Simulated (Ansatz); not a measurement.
From input file to script: Cs, space group P6_3/mmc in Ansatz 0.2.0.

```yaml
crystal:
  lattice:
    - [5.566306, 0.0, 0.0]
    - [-2.783153, 4.820562, 0.0]
    - [0.0, 0.0, 9.258479]
  atoms:
    - { symbol: Cs, position: [0.3333333333333333, 0.6666666666666666, 0.25] }
    - { symbol: Cs, position: [0.6666666666666666, 0.3333333333333333, 0.75] }
basis:
  ecutwfc: 470.0
kpoints:
  mp_grid:
    grid: [5, 5, 3]
hamiltonian:
  xc: pbesol
  dispersion: d4
scf:
  occupations:
    method: fermi_dirac
    width: 0.1
output:
  forces: true
  stress: true
```

The script, `cs_robust.py`:
```python
# -*- coding: utf-8 -*-
"""Refuse a result for Cs that has doubts or was not closed by its thresholds."""

import warnings

import ansatz
from ase import Atoms


def main():
    atoms = Atoms(
        ["Cs", "Cs"],
        scaled_positions=[
            [1 / 3, 2 / 3, 0.25],
            [2 / 3, 1 / 3, 0.75],
        ],
        cell=[
            [5.566306, 0.0, 0.0],
            [-2.783153, 4.820562, 0.0],
            [0.0, 0.0, 9.258479],
        ],
        pbc=True,
    )
    cell = ansatz.Crystal.from_ase(atoms)

    job = (
        cell.calculation()
        .functional("pbesol", dispersion="d4")
        .occupations(ansatz.OccupationsMethod.FERMI_DIRAC, width=0.1)  # the run then minimises F = E - TS
        .basis(470)
        .kpoints(5, 5, 3)
    )

    with warnings.catch_warnings(record=True) as caught:
        warnings.simplefilter("always")
        out = job.forces().stress().run(threads=1, backend="cpu")
    for item in caught:
        if issubclass(item.category, (ansatz.RunWarning, ansatz.DeckWarning)):
            print(item.category.__name__, "-", str(item.message)[:120])
    summary = out.report
    doubts = summary["published_state_doubts"]
    if doubts or summary.get("closed_by") != "deck_thresholds":
        print("rejected:", doubts, summary.get("closed_by"))
    else:
        print(f"accepted: F = {summary['free_energy_ev']:.5f} eV")


if __name__ == "__main__":
    main()
```

Output of `python cs_robust.py`:
```text
accepted: F = -11171.69240 eV
```

Total energies depend on the potentials; only differences at equal settings carry meaning. A total without «per atom» is that of the cell as typed. Dispersion corrections can be off by several per cent in the lattices of metals, and by several GPa in the pressure at a fixed cell. For a metal this k-point mesh is coarse: on a finer one energies can move by several to tens of meV an atom and pressures by half a GPa or more, differences at one mesh by less. This isn't the structure that Cs takes at ambient conditions. Wall time of the script: 2.8 s on 1 thread of Arm Neoverse V1, on a shared host, peak memory 0.49 GiB.

(A comment or docstring line of the script was reworded after the run, the code is as it ran; lines on the test bed's own set-up are left out of the output.)
